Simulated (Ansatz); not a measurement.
# LaCoPO: the cost of one run

Computed with Ansatz 0.2.0 (DFT PBE+U (U_eff = 3.3 eV on Co 3d), scalar-relativistic, plane waves, PAW, unless a step's input says otherwise).

## 1. Starting point

Symmetry: P4/nmm, No. 129, tetragonal system. The conventional cell has a = 4.012 Å, b = 4.012 Å, c = 8.255 Å, α = 90.00°, β = 90.00°, γ = 90.00°. La (site symmetry 4mm) is surrounded by 4 O at 2.37 Å. Co (site symmetry -4m2) is surrounded by 4 P at 2.23 Å. Around P (site symmetry 4mm) lie 4 Co at 2.23 Å. Around O (site symmetry -4m2) lie 4 La at 2.37 Å.

As a file:

```cif
data_structure
_symmetry_space_group_name_H-M 'P 1'
_symmetry_Int_Tables_number 1
_cell_length_a 4.0123
_cell_length_b 4.0123
_cell_length_c 8.2549
_cell_angle_alpha 90.000
_cell_angle_beta 90.000
_cell_angle_gamma 90.000
_cell_volume 132.89
loop_
_atom_site_label
_atom_site_type_symbol
_atom_site_fract_x
_atom_site_fract_y
_atom_site_fract_z
_atom_site_occupancy
La1 La 0.00000 0.50000 0.84792 1
La2 La 0.50000 0.00000 0.15208 1
Co1 Co 0.50000 0.50000 0.50000 1
Co2 Co 0.00000 0.00000 0.50000 1
P1 P 0.50000 0.00000 0.61878 1
P2 P 0.00000 0.50000 0.38122 1
O1 O 0.00000 0.00000 0.00000 1
O2 O 0.50000 0.50000 0.00000 1
```

This cell comes from an earlier session at PBE+U (U_eff = 3.3 eV on Co 3d): 16.611 Å³/atom at -0.14 GPa, on a 6×6×4 mesh.

## 2. Coarse mesh, to find the state of the open shells

File input.yaml:

```yaml
crystal:
  lattice:
    - [4.0122827652, 0.0, 0.0]
    - [0.0, 4.0122827652, 0.0]
    - [0.0, 0.0, 8.2549388174]
  atoms:
    - { symbol: La, position: [0.0, 0.5, 0.8479185304] }
    - { symbol: La, position: [0.5, 0.0, 0.1520814696] }
    - { symbol: Co, position: [0.5, 0.5, 0.5], spin: 3.0 }
    - { symbol: Co, position: [0.0, 0.0, 0.5], spin: -3.0 }
    - { symbol: P, position: [0.5, 0.0, 0.6187777342] }
    - { symbol: P, position: [0.0, 0.5, 0.3812222658] }
    - { symbol: O, position: [0.0, 0.0, 0.0] }
    - { symbol: O, position: [0.5, 0.5, 0.0] }
basis:
  ecutwfc: 420
  ecutrho_ratio: 4
kpoints:
  mp_grid: { grid: [4, 4, 2] }
hamiltonian:
  xc: pbe
  hubbard: { sites: [{ species: Co, l: d, u_eff: 3.3 }] }
scf:
  occupations: { method: gaussian, width: 0.05 }
output:
  forces: true
  stress: true
  eigenvalues: true
  populations: true
  hubbard: { sites: [{ species: La, l: f }, { species: Co, l: d }] }
magnetization:
  spin_polarized: true
```

Run with:

```console
> ansatz run input.yaml --threads 4 --pin off --max-ram 10240MiB --backend cpu --events-out ev --progress --plain --runs-dir out
```

What time and memory should one allow on 4 threads of Arm Neoverse V1, shared host?

About 59 s, with a peak of 0.87 GiB.
